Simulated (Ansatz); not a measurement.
Runs of Ansatz 0.2.0 on Hf2Pd2Se2Br2O3. The structure is monoclinic, space group Cm (No. 8). Conventional cell: a = 15.354 Å, b = 3.419 Å, c = 13.208 Å, α = 90.00°, β = 107.63°, γ = 90.00°. Hf (site symmetry m) has 3 O at 1.97 to 2.13 Å as nearest neighbours. Hf (site symmetry m) has 3 O at 1.87 to 2.09 Å as nearest neighbours. Pd (site symmetry m) is surrounded by 2 O at 2.23 Å and 2 Se at 2.41 Å. Around Pd (site symmetry m) lie 4 Se at 2.42 to 2.60 Å. Se (site symmetry m) is surrounded by 2 Pd at 2.42 Å and 1 Hf at 2.76 Å. Around Se (site symmetry m) lie 4 Pd at 2.41 to 2.60 Å. Br (site symmetry m) is surrounded by 3 Hf at 2.82 to 3.06 Å and 3 O at 3.21 to 3.22 Å. Br (site symmetry m) is surrounded by 2 Hf at 2.73 Å. The cell was built by a generator and needn't be a form met in nature.

| task | level | potentials or basis | spin | cell | k mesh | cutoff (eV) | basis error allowed | gap on the mesh (eV) | pressure (GPa) | largest force (eV/Å) |
| --- | --- | --- | --- | --- | --- | --- | --- | --- | --- | --- |
| band structure | PBE | all-electron LAPW, relativistic spinors | SOC, no magnetisation | as given | 5 × 5 × 2 | 502 | 0.002 eV/atom | 0.61 | 0.0 | 0.18 |
| relaxation of cell and atoms | PBEsol | all-electron PAW datasets made for the crystal | off | relaxed | 5 × 5 × 2 | - | - | (b) | 0.0 | 0.01 |
| band structure | PBEsol | all-electron LAPW, scalar-relativistic | off | as given | 6 × 6 × 2 | 501 | 0.002 eV/atom | 0.64 | -2.5 | (a) |
| band structure | PBE | all-electron LAPW, scalar-relativistic | off | as given | 5 × 5 × 2 | 501 | 0.002 eV/atom | 0.64 | 0.0 | 0.19 |

Alike in all rows: smearing fermi-dirac 0.05 eV.

Estimate the missing entries.

(a) 0.35; (b) 0.84.

Caveats: spin-orbit coupling is left out, which moves the levels of the heavy elements (some runs); an odd mesh through Γ misses points on the zone boundary, where band edges often lie (some runs).

A k mesh can miss the band edges, and rows without SOC leave out spin-orbit coupling on Br, Hf, Pd, Se.

The runs don't all hold the same shells in valence.
